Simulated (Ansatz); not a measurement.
# Y3AlN4: the cost of one run

Program: Ansatz 0.2.0. PAW datasets, plane waves. The calculation is spin-unpolarised, and the structure need not be a phase that has been made.

## 1. The structure to begin with

The cell was relaxed beforehand with r2SCAN.

It is tetragonal, I4/mmm (No. 139); conventional cell a = 4.800 Å, c = 9.270 Å, 13.35 Å³ an atom. Y has 6 N at 2.32–2.41 Å; N has 4 Y at 2.32–2.40 Å and 2 Al at 2.40 Å; Y has 6 N at 2.40–2.53 Å; N has 1 Al at 2.11 Å and 5 Y at 2.41–2.53 Å; Al has 6 N at 2.11–2.40 Å.

Structure file:

```
Y N Al
1.0
    -2.40020    2.40020    4.63482
     2.40020   -2.40020    4.63482
     2.40020    2.40020   -4.63482
Y N Al
3 4 1
Direct
  0.75000 0.25000 0.50000
  0.00000 0.00000 0.00000
  0.25000 0.75000 0.50000
  0.50000 0.00000 0.50000
  0.72711 0.72711 0.00000
  0.00000 0.50000 0.50000
  0.27289 0.27289 0.00000
  0.50000 0.50000 0.00000
```

## 2. Band structure with PBE

input.yaml

```yaml
crystal:
  lattice:
    - [-2.4001994356, 2.4001994356, 4.6348182161]
    - [2.4001994356, -2.4001994356, 4.6348182161]
    - [2.4001994356, 2.4001994356, -4.6348182161]
  atoms:
    - { symbol: "Y", position: [0.75, 0.25, 0.5] }
    - { symbol: "N", position: [0.5, 0.0, 0.5] }
    - { symbol: "Y", position: [0.0, 0.0, 0.0] }
    - { symbol: "N", position: [0.7271126397, 0.7271126397, 0.0] }
    - { symbol: "Y", position: [0.25, 0.75, 0.5] }
    - { symbol: "N", position: [0.0, 0.5, 0.5] }
    - { symbol: Al, position: [0.5, 0.5, 0.0] }
    - { symbol: "N", position: [0.2728873603, 0.2728873603, 0.0] }
kpoints:
  mp_grid: { grid: [8, 8, 8] }
  band_path:
    path:
      - [[0.0, 0.0, 0.0], [-4.69763512831e-18, 4.69763512831e-18, 0.5], [0.25, 0.25, 0.25], [4.747054644659e-18, 0.5, -4.747054644659e-18], [0.0, 0.0, 0.0], [0.5, 0.5, -0.5], [0.3170454417889, 0.6829545582111, -0.3170454417889]]
      - [[-0.3170454417889, 0.3170454417889, 0.3170454417889], [0.0, 0.0, 0.0]]
      - [[-4.69763512831e-18, 4.69763512831e-18, 0.5], [-0.1340908835779, 0.1340908835779, 0.5]]
      - [[0.5, 0.5, -0.1340908835779], [0.5, 0.5, -0.5]]
    npoints: 10
hamiltonian:
  xc: pbe
scf:
  occupations: { method: fermi_dirac, width: 0.02 }
  n_extra_bands: 6
output:
  forces: true
  stress: true
  eigenvalues: true
  write_density: true
  write_potential: true
  elf: true
  volumetric_format: npy
```

Launch:

```sh
ansatz run input.yaml --threads 2 --pin off --max-ram 29491MiB --backend cpu --events-out ev --progress --plain --runs-dir out
```

**Question.** How long does this run take on 2 threads of AMD EPYC 7R13 (Zen 3), shared host, and how much memory does it need?

About 8.2 s, with a peak of 0.56 GiB.
